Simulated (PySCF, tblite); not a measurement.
# C4H11BO: dynamics, then NMR shifts on frames, part 2 of 2

tblite 0.8.0 and PySCF 2.14.0. Atoms count from 0.

## (6) NMR shieldings: 800 fs, PBE0/pcSseg-1

Job settings and geometry (Å):

```
{"job": {"kind": "nmr", "xc": "PBE0", "basis": "pcSseg-1", "pop": false}, "charge": 0, "multiplicity": 1}
B      1.077700     0.527700     1.999900
O     -0.714700     0.437300     1.510800
C     -1.241900     0.647800     0.249900
C     -2.788900     0.398400     0.345800
C     -3.010200     0.898900     1.825400
C     -1.600900     1.126900     2.388000
H      1.370000     1.799500     1.951500
H      1.669500    -0.122200     1.154300
H      1.068800     0.270600     3.178000
H     -0.876000    -0.063000    -0.464100
H     -1.061000     1.638800    -0.090800
H     -3.085900    -0.683700     0.174000
H     -3.124300     1.032200    -0.375600
H     -3.647800     1.784300     1.882000
H     -3.476100     0.144400     2.380300
H     -1.336800     2.215500     2.321600
H     -1.261200     0.748000     3.428300
```

Method: GIAO PBE0/pcSseg-1 NMR shielding, non-relativistic, gas phase.

The program printed:

```text
coarse grid: 13336 points
cycle   1  E = -258.6159788614  dE =  4.590e-01  |g| = 3.936e-01  |ddm| = 3.397e+00
cycle   2  E = -258.6120070818  dE =  3.972e-03  |g| = 4.576e-01  |ddm| = 6.504e-01
cycle   3  E = -258.6514270300  dE = -3.942e-02  |g| = 8.936e-02  |ddm| = 3.473e-01
cycle   4  E = -258.6527740259  dE = -1.347e-03  |g| = 2.526e-02  |ddm| = 6.454e-02
cycle   5  E = -258.6529184810  dE = -1.445e-04  |g| = 6.188e-03  |ddm| = 2.215e-02
cycle   6  E = -258.6529268610  dE = -8.380e-06  |g| = 1.520e-03  |ddm| = 5.935e-03
final grid: 126344 points
cycle   7  E = -258.7017545659  dE = -3.776e-05  |g| = 1.119e-02  |ddm| = 2.689e-02
cycle   8  E = -258.7017306541  dE =  2.391e-05  |g| = 1.621e-02  |ddm| = 1.561e-02
cycle   9  E = -258.7017788346  dE = -4.818e-05  |g| = 1.359e-03  |ddm| = 9.182e-03
cycle  10  E = -258.7017792356  dE = -4.010e-07  |g| = 2.351e-04  |ddm| = 1.251e-03
cycle  11  E = -258.7017792471  dE = -1.154e-08  |g| = 5.189e-05  |ddm| = 2.355e-04
cycle  12  E = -258.7017792478  dE = -6.638e-10  |g| = 1.331e-05  |ddm| = 5.735e-05
converged SCF energy = -258.7017792478

GIAO shielding tensors (ppm)
atom      isotropic    diamagn.    paramagn.     s11        s22        s33       span
  0 B       80.345     190.281    -109.937     43.131     48.874    149.030    105.899
  1 O      277.906     400.009    -122.103    198.041    294.085    341.594    143.553
  2 C      118.373     247.590    -129.217     74.971    107.394    172.752     97.781
  3 C      154.827     254.191     -99.364    128.998    164.857    170.624     41.626
  4 C      163.836     249.828     -85.991    132.321    177.065    182.123     49.803
  5 C      102.879     245.612    -142.733     52.172     92.063    164.401    112.229
  6 H       26.327      29.879      -3.551     22.572     24.772     31.637      9.065
  7 H       26.608      30.948      -4.340     22.246     25.126     32.451     10.205
  8 H       26.673      30.899      -4.225     21.691     25.615     32.714     11.023
  9 H       27.896      34.284      -6.389     22.797     27.578     33.312     10.515
 10 H       29.502      34.273      -4.771     23.610     29.248     35.647     12.037
 11 H       28.664      30.135      -1.471     24.057     26.124     35.811     11.754
 12 H       31.315      32.751      -1.435     27.443     28.630     37.874     10.431
 13 H       29.846      26.550       3.296     25.071     27.170     37.296     12.225
 14 H       30.714      28.670       2.044     25.589     28.409     38.144     12.555
 15 H       27.558      28.712      -1.154     22.423     27.800     32.451     10.028
 16 H       25.713      26.793      -1.080     20.899     25.387     30.855      9.956
```

It took 31 s on 1 thread of Arm Neoverse N1, shared host; peak memory 0.79 GiB.

In short: δ C5 84.0, C2 68.6, C3 32.1, C4 23.1, H16 6.00, H6 5.39 ppm.

## (7) Shielding tensors: 1000 fs, PBE0/pcSseg-1

Job settings and geometry (Å):

```
{"job": {"kind": "nmr", "xc": "PBE0", "basis": "pcSseg-1", "pop": false}, "charge": 0, "multiplicity": 1}
B      0.444500     1.654000     2.501000
O     -1.011300     0.874400     1.741500
C     -1.349600     1.643200     0.488300
C     -2.867900     1.348700     0.173000
C     -3.364900     1.092900     1.568500
C     -2.187600     0.455900     2.366000
H      0.044700     2.597100     3.126500
H      1.112600     1.876400     1.596500
H      0.843600     0.607000     3.077400
H     -0.517200     1.342400    -0.208800
H     -1.104600     2.626200     0.848000
H     -2.911800     0.452000    -0.472100
H     -3.369400     2.237800    -0.177400
H     -3.596500     1.951400     2.012300
H     -4.263400     0.570500     1.671200
H     -2.385600     0.612200     3.443400
H     -2.180800    -0.619400     2.434100
```

Method: GIAO PBE0/pcSseg-1 NMR shielding, non-relativistic, gas phase.

The program printed:

```text
coarse grid: 13336 points
cycle   1  E = -258.5979641037  dE =  5.007e-01  |g| = 4.323e-01  |ddm| = 3.375e+00
cycle   2  E = -258.5883090654  dE =  9.655e-03  |g| = 5.255e-01  |ddm| = 7.899e-01
cycle   3  E = -258.6415047226  dE = -5.320e-02  |g| = 1.044e-01  |ddm| = 4.342e-01
cycle   4  E = -258.6433942152  dE = -1.889e-03  |g| = 2.771e-02  |ddm| = 7.578e-02
cycle   5  E = -258.6435631218  dE = -1.689e-04  |g| = 6.979e-03  |ddm| = 2.489e-02
cycle   6  E = -258.6435741085  dE = -1.099e-05  |g| = 1.643e-03  |ddm| = 7.130e-03
cycle   7  E = -258.6435748768  dE = -7.683e-07  |g| = 2.251e-04  |ddm| = 1.787e-03
final grid: 126344 points
cycle   8  E = -258.6921824294  dE = -4.232e-05  |g| = 1.206e-02  |ddm| = 3.153e-02
cycle   9  E = -258.6921511365  dE =  3.129e-05  |g| = 1.812e-02  |ddm| = 1.724e-02
cycle  10  E = -258.6922106088  dE = -5.947e-05  |g| = 1.671e-03  |ddm| = 1.070e-02
cycle  11  E = -258.6922112550  dE = -6.463e-07  |g| = 2.295e-04  |ddm| = 1.656e-03
cycle  12  E = -258.6922112658  dE = -1.076e-08  |g| = 7.090e-05  |ddm| = 2.444e-04
cycle  13  E = -258.6922112672  dE = -1.423e-09  |g| = 1.180e-05  |ddm| = 7.317e-05
cycle  14  E = -258.6922112672  dE = -3.860e-11  |g| = 1.844e-06  |ddm| = 1.342e-05
converged SCF energy = -258.6922112672

GIAO shielding tensors (ppm)
atom      isotropic    diamagn.    paramagn.     s11        s22        s33       span
  0 B       85.784     192.183    -106.399     48.684     57.612    151.057    102.373
  1 O      296.016     402.200    -106.184    179.699    317.632    390.719    211.020
  2 C       87.148     246.938    -159.790     15.852     87.752    157.839    141.987
  3 C      159.717     247.796     -88.079    137.480    166.991    174.680     37.200
  4 C      163.336     250.496     -87.160    123.824    177.007    189.177     65.353
  5 C      120.795     234.926    -114.131     79.524    101.135    181.726    102.202
  6 H       27.469      30.423      -2.954     22.972     25.908     33.527     10.554
  7 H       28.075      33.189      -5.113     23.686     26.026     34.515     10.829
  8 H       26.816      29.867      -3.052     23.258     24.558     32.631      9.372
  9 H       26.105      31.738      -5.633     21.622     26.045     30.647      9.025
 10 H       27.228      31.984      -4.755     21.816     28.082     31.787      9.971
 11 H       29.206      30.393      -1.188     24.514     26.737     36.368     11.854
 12 H       29.705      28.845       0.860     25.538     26.636     36.940     11.402
 13 H       32.082      31.458       0.624     27.290     30.641     38.316     11.027
 14 H       31.199      28.909       2.290     26.475     28.054     39.068     12.593
 15 H       27.455      25.597       1.857     23.672     26.156     32.536      8.864
 16 H       28.281      30.226      -1.945     23.619     26.158     35.066     11.447
```

It took 32 s on 1 thread of Arm Neoverse N1, shared host; peak memory 0.79 GiB.

In short: δ C2 99.8, C5 66.1, C3 27.2, C4 23.6, H9 5.61, H8 4.90 ppm.

## (8) Side by side: NMR shifts

Shifts (ppm) of some atoms, chosen among heavy atoms and hydrogens apart, with basis size and wall time:

| frame | C2 | C5 | C3 | H13 | H12 | B0 | O1 | functions | time |
| --- | --- | --- | --- | --- | --- | --- | --- | --- | --- |
| 250 fs | 89.0 | 88.6 | 30.4 | 3.07 | 1.92 | 14.9 | 37.2 | 157 | 41 s |
| 425 fs | 75.1 | 74.7 | 44.2 | 1.52 | 2.62 | 7.4 | 56.6 | 157 | 31 s |
| 625 fs | 94.3 | 73.9 | 39.5 | 2.01 | 3.86 | 28.4 | 59.4 | 157 | 34 s |
| 800 fs | 68.6 | 84.0 | 32.1 | 1.87 | 0.40 | 19.7 | 58.2 | 157 | 31 s |
| 1000 fs | 99.8 | 66.1 | 27.2 | -0.37 | 2.01 | 14.3 | 40.1 | 157 | 32 s |

## (9) Summary of results

The summary covers parts 1 to 2.

| quantity | value |
| --- | --- |
| thermostat | 600 K |
| mean temperature, second half | 678 K |
| mean potential energy above the minimum | 1.22 eV |
| 13C shifts against TMS (PBE0/pcSseg-1, 250 fs) | 89.0, 88.6, 31.9, 30.4 ppm |
| 1H shifts against TMS (PBE0/pcSseg-1, 250 fs) | 5.43, 4.90, 4.68, 4.57, 4.25, 4.25, 4.09, 3.07, 2.45, 2.11, 1.92 ppm |
| 11B shifts against BF3·OEt2 (PBE0/pcSseg-1, 250 fs) | 14.9 ppm |
| 17O shifts against H2O (PBE0/pcSseg-1, 250 fs) | 37.2 ppm |
| surface potential, 1st and 99th percentile | -1.28 V and 1.16 V |
| range of the shift of C2 | 68.6 to 99.8 ppm |

What this shows: In the second half the potential energy averages 1.22 eV above the minimum; equipartition over 45 harmonic modes at 600 K would give 1.16 eV. With 17 atoms the temperature swings widely (375 to 931 K). Shifts at one fixed geometry are not the observed spectrum, which averages over the motion. In the first frame run (250 fs): Shielding is most anisotropic at O1 (span 233 ppm, paramagnetic term -106 ppm). In ppm, C2 moves most: its shift spreads over 31.2 ppm, from 68.6 (800 fs) to 99.8 (1000 fs).
